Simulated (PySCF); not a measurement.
**The bond of LiSb, level by level**

An exercise on one series of results from a longer session: the logs are not shown, and one member is left open.

Computed with PySCF 2.14.0. Level: Li def2-SVP, Sb def2-SVP with ECP28, scalar-relativistic core potentials.

Set-up of the first run:

Settings of the job:

```
atoms                         : Li, Sb
charge                        : 0
basis                         : Li def2-SVP, Sb def2-SVP with ECP28
Hamiltonian                   : scalar-relativistic core potentials
basis functions               : 35
electrons treated             : 26
masses in u                   : 7.0160, 120.9038
levels                        : PBE0, PBE, r²SCAN, BHandHLYP, M06, B3LYP, HSE06, HF, MP2, SCS-MP2, CCSD, CCSD(T)
grid                          : 80 radial by 434 angular points
occupations                   : held fixed by the projection of orbital angular momentum
dissociation limit            : Li + Sb, each in its ground configuration
starting distance in angstrom : 2.650
values of 2S to try           : 0, 2, 4
```

Launch:

```bash
> OMP_NUM_THREADS=1 python dia.py task.json out
```

Steps of the session up to this table: The job; First curve: PBE0; Other states along the same grid; PBE (GGA); r²SCAN; BHandHLYP; M06; B3LYP (global hybrid GGA); HSE06 (range-separated hybrid); UHF; MP2 and coupled cluster.

One of the session's tables, all rows but one given; the rest of the session is left out.

Differences from CCSD(T) in the same basis:

| level | Re (mÅ) | ωe (%) |
| --- | --- | --- |
| UHF | -10 | +4.3 |
| UHF-MP2 | -11 | +3.3 |
| UHF-SCS-MP2 | -5 | +1.6 |
| UHF-CCSD | -3 | +0.7 |
| PBE | -40 | +3.0 |
| r²SCAN | -39 | +5.0 |
| B3LYP | -54 | +6.1 |
| PBE0 | ? | ? |
| M06 | -29 | +2.9 |
| HSE06 | -50 | +6.1 |
| BHandHLYP | -65 | +9.6 |

Q: Estimate the row for PBE0 from the others.

**Answer.** Re (mÅ): -53; ωe (%): +6.5. In the column «Re (mÅ)» it lies between B3LYP (-54) and HSE06 (-50).
